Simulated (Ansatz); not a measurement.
Geometry optimisation, Ansatz, DFT PBE-D3(BJ), scalar-relativistic, plane waves, PAW.

input.yaml

```yaml
accuracy: low
crystal:
  lattice:
    - [-2.29, -3.966396, 0.0]
    - [3.435, -1.983198, 0.0]
    - [0.0, 0.0, 7.17686]
  atoms:
    - { symbol: Be, position: [0.75, 0.5, 0.0] }
    - { symbol: Be, position: [0.5, 0.3333333, 0.25] }
    - { symbol: Be, position: [0.75, 0.5, 0.5] }
    - { symbol: Be, position: [0.5, 0.3333333, 0.75] }
    - { symbol: Be, position: [0.5, 0.0, 0.0] }
    - { symbol: Be, position: [0.25, 0.8333333, 0.25] }
    - { symbol: Be, position: [0.5, 0.0, 0.5] }
    - { symbol: Be, position: [0.25, 0.8333333, 0.75] }
    - { symbol: Be, position: [0.25, 0.5, 0.0] }
    - { symbol: Be, position: [0.0, 0.3333333, 0.25] }
    - { symbol: Be, position: [0.25, 0.5, 0.5] }
    - { symbol: Be, position: [0.0, 0.3333333, 0.75] }
    - { symbol: Be, position: [0.0, 0.0, 0.0] }
    - { symbol: Be, position: [0.75, 0.8333333, 0.25] }
    - { symbol: Be, position: [0.0, 0.0, 0.5] }
    - { symbol: Be, position: [0.75, 0.8333333, 0.75] }
    - { symbol: H, position: [0.7404876, 0.1618402, 0.3747236] }
basis:
  ecutwfc: 420.0
kpoints:
  mp_grid: { grid: [4, 4, 3] }
hamiltonian:
  xc: pbe
  dispersion: d3bj
scf:
  occupations: { method: fermi_dirac, width: 0.15 }
  lower_state_search: "off"
relax:
  f_tol: 0.08
  max_steps: 25
  adjacent_minimum: "off"
```

Run as:

```bash
$ ansatz run input.yaml --threads 1 --pin off --max-ram 3072MiB --backend cpu --events-out ev --progress --plain --runs-dir out
```

Task: Where does it end, and by what steps?

Result: The run converged. The threshold is loose, so the end isn't yet a minimum. Limits of this set-up: coarse k mesh, odd electron count without spin, low accuracy level. After 2 steps the energy has fallen by 0.097 eV; Be2 moved furthest, 0.05 Å.

```tsv
step	energy less start (eV)	largest force component (eV/Å)	accepted
0	0.0000	0.549	yes
1	-0.0722	0.287	yes
2	-0.0965	0.049	yes
```

```xyz
17
Lattice="-2.2900 -3.9664 0.0000 3.4350 -1.9832 0.0000 0.0000 0.0000 7.1769" Properties=species:S:1:pos:R:3
Be -0.015 -3.957 -0.023
Be 0.037 -2.623 1.765
Be 0.028 -3.984 3.618
Be 0.005 -2.639 5.382
Be -1.144 -1.975 0.000
Be 2.279 -2.633 1.785
Be -1.145 -1.941 3.618
Be 2.279 -2.636 5.404
Be 1.157 -1.988 -0.022
Be 1.141 -0.703 1.765
Be 1.159 -1.987 3.596
Be 1.145 -0.666 5.382
Be -0.005 -0.002 0.000
Be 1.113 -4.610 1.766
Be -0.033 -0.025 3.618
Be 1.159 -4.635 5.406
H -1.141 -3.273 2.691
```

Whether the end is a true minimum wasn't checked by a vibrational analysis.

Time of the run: 21 s on 1 thread of Arm Neoverse V1, with other jobs on the host, peak memory 0.36 GiB.
